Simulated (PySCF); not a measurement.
# MgBr: from the state search to spectroscopic constants

The task here is to estimate one member of a computed series from the others.

Computed with PySCF 2.14.0. Level: Mg cc-pVDZ, Br cc-pVDZ-PP with ECP10, scalar-relativistic core potentials.

The first run:

Settings of the job:

```yaml
atoms: Mg, Br
charge: 0
basis: Mg cc-pVDZ, Br cc-pVDZ-PP with ECP10
Hamiltonian: scalar-relativistic core potentials
basis_functions: 41
electrons_treated: 37
masses_in_u: 23.9850, 78.9183
levels: PBE0, PBE, r²SCAN, B2PLYP, B97-3, BHandHLYP, HF, MP2, SCS-MP2, CCSD, CCSD(T)
grid: 80 radial by 434 angular points
occupations: held fixed by the projection of orbital angular momentum
dissociation_limit: Mg + Br, each in its ground configuration
starting_distance_in_angstrom: 2.470
values_of_2S_to_try: 1, 3
```

Run with:

```console
> OMP_NUM_THREADS=1 python dia.py task.json out
```

Steps of the session up to this table: Input; First curve: PBE0; Higher solutions at PBE0; PBE (GGA); r²SCAN; B2PLYP (double hybrid); B97-3 (global hybrid GGA); BHandHLYP (global hybrid GGA); UHF; MP2 and coupled cluster.

One of the session's tables, all rows but one given; the rest of the session is left out.

Energy (eV) from each level's lowest point:

| R (Å) | UHF | UHF-MP2 | UHF-SCS-MP2 | UHF-CCSD | UHF-CCSD(T) |
| --- | --- | --- | --- | --- | --- |
| 2.049 | 0.821 | 0.802 | 0.811 | n/a | n/a |
| 2.144 | 0.368 | 0.352 | 0.359 | 0.356 | 0.357 |
| 2.239 | 0.118 | 0.107 | 0.111 | 0.109 | 0.110 |
| 2.311 | 0.028 | 0.022 | 0.024 | 0.023 | 0.023 |
| 2.382 | 0.000 | 0.000 | 0.000 | 0.000 | 0.000 |
| 2.454 | 0.021 | 0.027 | 0.025 | 0.026 | 0.025 |
| 2.549 | 0.104 | 0.119 | 0.114 | 0.116 | 0.115 |
| 2.668 | ? | ? | ? | ? | ? |
| 2.811 | 0.519 | 0.562 | 0.549 | 0.551 | 0.547 |
| 3.001 | 0.893 | 0.955 | 0.936 | n/a | n/a |

**Question.** Estimate the row for R (Å) = 2.668.

Worked estimate for «UHF». A straight line through the neighbours (2.549, 0.104) and (2.811, 0.519) gives 0.104 + (0.519 − 0.104) × (2.668 − 2.549) / (2.811 − 2.549) = 0.292; a parabola fitted to 4 rows on both sides gives 0.276.

The run gave: UHF: 0.268; UHF-MP2: 0.296; UHF-SCS-MP2: 0.288; UHF-CCSD: 0.290; UHF-CCSD(T): 0.288. In «UHF» the line misses by +0.024 and the parabola by +0.008.

State 2 has its PBE0 minimum 5.16 eV higher. The other levels ran on the lowest alone.
